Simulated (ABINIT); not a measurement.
The system is AlBN.

```xyz
3
Lattice="2.6456 0.0000 0.0000 0.0000 2.6456 0.0000 0.0000 0.0000 5.4026" Properties=species:S:1:pos:R:3 pbc="T T T"
Al    1.3228    1.3228    0.0000
B     1.3228    1.3228    2.7013
N     0.0000    0.0000    0.0000
```

The cell was built by a generator and needn't be a form met in nature.

| Property | Result |
| --- | --- |
| Program | ABINIT 10.8.3 (patched build) |
| Task | relaxation of cell and atoms |
| Functional | PBEsol |
| Potentials or basis | PseudoDojo NC SR PBEsol v0.4.1 standard |
| Cutoff | 1143 eV |
| k mesh | 8 × 8 × 4 |
| Occupations | fermi-dirac, width 0.05 eV |
| Spin | no spin polarisation |

At the start: pressure -2.7 GPa; volume 12.60 Å³/atom.

Problem. How do energy, volume and symmetry change on relaxing?

Solution. Over 10 steps the energy falls by 11.6 meV/atom and the volume is 11.61 Å³/atom (-7.9 %); space group P4/mmm (No. 123, to 0.05 Å).

Step by step:
```tsv
step	energy change (eV)	largest force (eV/Å)	pressure (GPa)	volume (Å³)
1	0.0000	0.0000	-2.72	37.81
2	-0.0043	0.0000	-1.70	37.50
3	-0.0086	0.0000	0.08	36.90
4	-0.0105	0.0000	0.49	36.66
5	-0.0187	0.0000	1.57	35.66
6	-0.0300	0.0000	2.11	34.60
7	-0.0206	0.0000	2.45	33.67
8	-0.0348	0.0000	0.27	34.73
9	-0.0349	0.0000	0.04	34.81
10	-0.0349	0.0000	0.00	34.82
```

Final structure:
```
Al B N
1.0
     2.65708    0.00000    0.00000
     0.00000    2.65708    0.00000
     0.00000    0.00000    4.93186
Al B N
1 1 1
Direct
  0.50000 0.50000 0.00000
  0.50000 0.50000 0.50000
  0.00000 0.00000 0.00000
```
